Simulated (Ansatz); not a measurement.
# C₂H₆OSSi: one species, many methods

An exercise on one series of results from a longer session: the logs are not shown, and one member is left open.

Method: functionals in def2-TZVPP, the program's frozen cores in correlated methods; program: Ansatz 0.2.0, Gaussian basis.

Levels to be run: PBE-D4, r2SCAN-D4, PBE0-D4, B3LYP-D4, ωB97X-V, ωB97M-V, B2PLYP; CCSD(T)/def2-TZVPP; MP2/def2-QZVPP; extrapolation to the limit.

### Structure used throughout

All runs share one geometry, relaxed beforehand with PBE0-D4 in a triple-zeta def2 set.

SMILES `[SiH3]SC1CO1`, 11 atoms, charge 0, spin multiplicity 1.

Atoms are counted from 1 here; the program's logs count them from 0.

Bond lengths: Si1–S2 2.137 Å, Si1–H6 1.483 Å, Si1–H7 1.487 Å, Si1–H8 1.483 Å, S2–C3 1.790 Å, C3–C4 1.458 Å, C3–O5 1.408 Å, C3–H9 1.087 Å, C4–O5 1.419 Å, C4–H10 1.087 Å, C4–H11 1.087 Å. Angles: S2–Si1–H6 105.5°, S2–Si1–H7 109.6°, S2–Si1–H8 112.0°, H6–Si1–H7 110.5°, H6–Si1–H8 110.1°, H7–Si1–H8 109.1°, Si1–S2–C3 98.4°, S2–C3–C4 119.1°, S2–C3–O5 118.7°, S2–C3–H9 114.3°, C4–C3–O5 59.4°, C4–C3–H9 119.6°, O5–C3–H9 114.7°, C3–C4–O5 58.6°, C3–C4–H10 119.6°, C3–C4–H11 118.6°, O5–C4–H10 115.5°, O5–C4–H11 115.2° and more.

The first run:

Contents of in.yaml:

```yaml
crystal:
  periodic: [false, false, false]
  atoms:
    - {symbol: Si, position_ang: [-1.144262, 1.140296, 1.410164]}
    - {symbol: S, position_ang: [-0.550735, 1.008591, -0.639040]}
    - {symbol: C, position_ang: [0.702362, -0.257439, -0.467718]}
    - {symbol: C, position_ang: [0.912701, -1.199338, -1.560302]}
    - {symbol: O, position_ang: [0.296098, -1.599875, -0.346148]}
    - {symbol: H, position_ang: [-2.046702, 2.314546, 1.486969]}
    - {symbol: H, position_ang: [0.054336, 1.349502, 2.264452]}
    - {symbol: H, position_ang: [-1.854952, -0.080587, 1.862530]}
    - {symbol: H, position_ang: [1.539290, 0.023644, 0.167079]}
    - {symbol: H, position_ang: [1.906253, -1.602825, -1.736430]}
    - {symbol: H, position_ang: [0.251112, -1.153515, -2.421054]}
basis:
  gaussian: {orbitals: def2-TZVPP}
hamiltonian: {xc: pbe, dispersion: d4}
output: {forces: true, orbitals: {seedname: orbitals}}
```

Run with:

```console
$ ansatz run in.yaml --threads 4 --pin off --events-out ev --progress --plain --max-ram 10444MiB
```

Steps of the session up to this table: PBE-D4 (GGA); r2SCAN-D4 (meta-GGA); PBE0-D4 (hybrid); B3LYP-D4 (hybrid); ωB97X-V (range-separated); ωB97M-V (range-separated); B2PLYP (double hybrid); CCSD(T) in def2-TZVPP; MP2 in def2-QZVPP.

One table of the session follows, with a row left open; its other results are not shown here.

It belongs to the step «Atomisation energies». 

| method | atomisation energy (kJ/mol) |
| --- | --- |
| PBE-D4 | 4002.6 |
| r2SCAN-D4 | 3930.0 |
| PBE0-D4 | 3924.0 |
| B3LYP-D4 | ? |
| ωB97X-V | 3938.3 |
| ωB97M-V | 3928.1 |
| B2PLYP | 3853.3 |
| HF/def2-TZVPP | 2760.7 |
| MP2/def2-TZVPP | 3866.0 |
| CCSD/def2-TZVPP | 3728.0 |
| CCSD(T)/def2-TZVPP | 3796.4 |
| MP2/CBS | 3978.1 |
| CCSD(T)/CBS | 3908.4 |

Q: Estimate the row for B3LYP-D4 from the others.

The run gave: atomisation energy (kJ/mol): 3896.8. In the column «atomisation energy (kJ/mol)» it lies between MP2/def2-TZVPP (3866.0) and CCSD(T)/CBS (3908.4).
